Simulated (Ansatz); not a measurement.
What does this script print? It uses Ansatz's Python interface.

`opt_ch5albf.py`
```python
import ansatz as az
from ase import Atoms
import numpy as np

BASIS_SET = "def2-SVP"
FUNCTIONAL = "r2scan"

atoms = Atoms(["F", "C", "B", "Al", "H", "H", "H", "H", "H"], positions=[
    (-0.8564, 1.6779, -0.6542),
    (0.3795, 1.2723, -0.4434),
    (0.3843, -0.3087, -0.5232),
    (-0.5909, -1.4313, 0.8379),
    (1.0586, 1.6864, -1.2365),
    (0.7239, 1.6285, 0.5567),
    (1.1122, -0.8518, -1.3138),
    (-0.5689, -3.0193, 0.7677),
    (-1.5537, -0.7003, 1.9917),
])
geometry = az.Crystal.molecule_from_ase(atoms)

calc = geometry.calculation()
calc = calc.basis(gaussian=BASIS_SET).functional(FUNCTIONAL)
symbols = [site.symbol for site in geometry.cartesian_sites]
start = np.array([site.position_ang for site in geometry.cartesian_sites], dtype=float)
def progress(event):
    if event["event"] == "relax_step":
        row = event["data"]
        print(f"step {row['step']:3d}  E = {row['lagrangian_ev']:.6f} eV  largest force component {row['allowed_force_max_ev_ang']:.4f} eV/A")


r = calc.relax(force_tolerance=0.01, max_steps=100).session().plan().execute(on_event=progress).report
end = np.array(r["positions_ang"])

print("reference energy %16.6f eV" % r["reference_energy_ev"])
print("total energy     %16.6f eV" % r["free_energy_ev"])
print("occupied orbitals outside the frozen core (up, down):", r["n_occupied"], " frozen:", r["n_frozen"], " virtual:", r["n_virtual"])

print("final positions (A) and the move of each atom")
for symbol, xyz, old in zip(symbols, end, start):
    print(f"{symbol:2s} {xyz[0]:10.5f} {xyz[1]:10.5f} {xyz[2]:10.5f}   {np.linalg.norm(xyz - old):7.4f}")

charges = r["charge_distribution"]
print("dipole moment", round(4.803205 * float(np.linalg.norm(charges["dipole_moment_e_ang"])), 3), "D")
print("Mulliken:", [(s, round(q, 3)) for s, q in zip(symbols, charges["mulliken_charges_e"])])
```

```console
$ python opt_ch5albf.py
step   1  E = -11097.154392 eV  largest force component 3.1895 eV/A
step   2  E = -11097.547301 eV  largest force component 1.2007 eV/A
step   3  E = -11097.679911 eV  largest force component 0.4224 eV/A
step   4  E = -11097.772504 eV  largest force component 1.0844 eV/A
step   5  E = -11097.887380 eV  largest force component 0.7783 eV/A
step   6  E = -11097.947796 eV  largest force component 0.5109 eV/A
step   7  E = -11097.989705 eV  largest force component 0.2776 eV/A
step   8  E = -11098.022089 eV  largest force component 0.3474 eV/A
step   9  E = -11098.066916 eV  largest force component 0.1627 eV/A
step  10  E = -11098.093718 eV  largest force component 0.1773 eV/A
step  11  E = -11098.109452 eV  largest force component 0.3299 eV/A
step  12  E = -11098.122757 eV  largest force component 0.3089 eV/A
step  13  E = -11098.149752 eV  largest force component 0.2870 eV/A
step  14  E = -11098.215052 eV  largest force component 0.5719 eV/A
step  15  E = -11098.286684 eV  largest force component 0.7144 eV/A
step  16  E = -11098.277483 eV  largest force component 0.6052 eV/A
step  17  E = -11098.311568 eV  largest force component 0.1228 eV/A
step  18  E = -11098.313045 eV  largest force component 0.1406 eV/A
step  19  E = -11098.314096 eV  largest force component 0.0392 eV/A
step  20  E = -11098.314423 eV  largest force component 0.0103 eV/A
step  21  E = -11098.314429 eV  largest force component 0.0038 eV/A
reference energy    -11098.314441 eV
total energy        -11098.314441 eV
occupied orbitals outside the frozen core (up, down): [19, 19]  frozen: 0  virtual: [66, 66]
final positions (A) and the move of each atom
F    -1.07089    0.79596   -0.06223    1.0836
C     0.35022    0.97781   -0.53475    0.3097
B     1.07186   -0.34187   -0.14444    0.7857
Al   -0.74119   -1.09523    0.69175    0.3961
H     0.24653    1.18484   -1.61264    1.0259
H     0.68511    1.89392   -0.02086    0.6368
H     2.24054   -0.48843   -0.40096    1.4962
H    -1.68414   -2.03378   -0.19090    1.7703
H    -1.00944   -0.93953    2.25793    0.6514
dipole moment 3.277 D
Mulliken: [('F', -0.321), ('C', 0.14), ('B', -0.199), ('Al', 0.58), ('H', 0.097), ('H', 0.097), ('H', -0.01), ('H', -0.192), ('H', -0.192)]
```

Total energies depend on the basis set; only differences at equal settings carry meaning. The end point is the stationary point reached from this start; no frequency run checks that it is a minimum, and the basis set is modest. The bonding changed during the relaxation, so the end is another isomer than the start names. It ran for 100 s on 1 thread of Arm Neoverse V1, on a shared host, peak memory 0.24 GiB.
